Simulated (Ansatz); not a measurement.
# CdInS3O4: the cost of one run

Program: Ansatz 0.2.0. Level of theory: DFT PBE, scalar-relativistic, plane waves, PAW. These are calculated values, not measurements.

3 further runs of the same task are left out: 2 that didn't finish, 1 set aside as unsound or not needed.

### 1 The system as given

The structure is cubic, space group P-43m (No. 215). Conventional cell: a = 5.586 Å, b = 5.586 Å, c = 5.586 Å, α = 90.00°, β = 90.00°, γ = 90.00°. Cd (site symmetry -43m) has 4 O at 2.18 Å as nearest neighbours. In (site symmetry -43m) is surrounded by 4 O at 2.66 Å. S (site symmetry -42m) has 4 O at 2.35 Å as nearest neighbours. O (site symmetry 3m) has 1 Cd at 2.18 Å and 1 In at 2.66 Å as nearest neighbours.

Structure file:

```cif
data_structure
_symmetry_space_group_name_H-M 'P-43m'
_symmetry_Int_Tables_number 215
_cell_length_a 5.5864
_cell_length_b 5.5864
_cell_length_c 5.5864
_cell_angle_alpha 90.000
_cell_angle_beta 90.000
_cell_angle_gamma 90.000
_cell_volume 174.34
loop_
_atom_site_label
_atom_site_type_symbol
_atom_site_symmetry_multiplicity
_atom_site_Wyckoff_symbol
_atom_site_fract_x
_atom_site_fract_y
_atom_site_fract_z
_atom_site_occupancy
Cd1 Cd 1 a 0.00000 0.00000 0.00000 1
In1 In 1 b 0.50000 0.50000 0.50000 1
S1 S 3 d 0.00000 0.50000 0.00000 1
O1 O 4 e 0.22479 0.22479 0.22479 1
```

A structure generator made this guess: species swapped into a database cell of KTiCu3Se4 (P-43m, No. 215), with In on the K sites, Cd on the Ti sites, S on the Cu sites and O on the Se sites. Its size is a rough estimate.

### 2 The guess as it stands, on a coarse mesh

File input.yaml:

```yaml
crystal:
  lattice:
    - [5.58635153, 0.0, 0.0]
    - [0.0, 5.58635153, 0.0]
    - [0.0, 0.0, 5.58635153]
  atoms:
    - { symbol: Cd, position: [0.0, 0.0, 0.0] }
    - { symbol: In, position: [0.5, 0.5, 0.5] }
    - { symbol: S, position: [0.0, 0.5, 0.0] }
    - { symbol: S, position: [0.0, 0.0, 0.5] }
    - { symbol: S, position: [0.5, 0.0, 0.0] }
    - { symbol: O, position: [0.22479101, 0.22479101, 0.22479101] }
    - { symbol: O, position: [0.77520899, 0.77520899, 0.22479101] }
    - { symbol: O, position: [0.22479101, 0.77520899, 0.77520899] }
    - { symbol: O, position: [0.77520899, 0.22479101, 0.77520899] }
basis:
  ecutwfc: 420
kpoints:
  mp_grid: { grid: [4, 4, 4] }
hamiltonian:
  xc: pbe
scf:
  occupations: { method: gaussian, width: 0.1 }
  lower_state_search: "off"
output:
  forces: true
  stress: true
  eigenvalues: true
```

The run is started by

```bash
ansatz run input.yaml --threads 1 --pin off --max-ram 2560MiB --backend cpu --events-out ev --progress --plain --runs-dir out
```

**Question.** How long does this run take on 1 thread of Arm Neoverse V1, shared host, and how much memory does it need?

About 8.9 s, with a peak of 0.39 GiB.
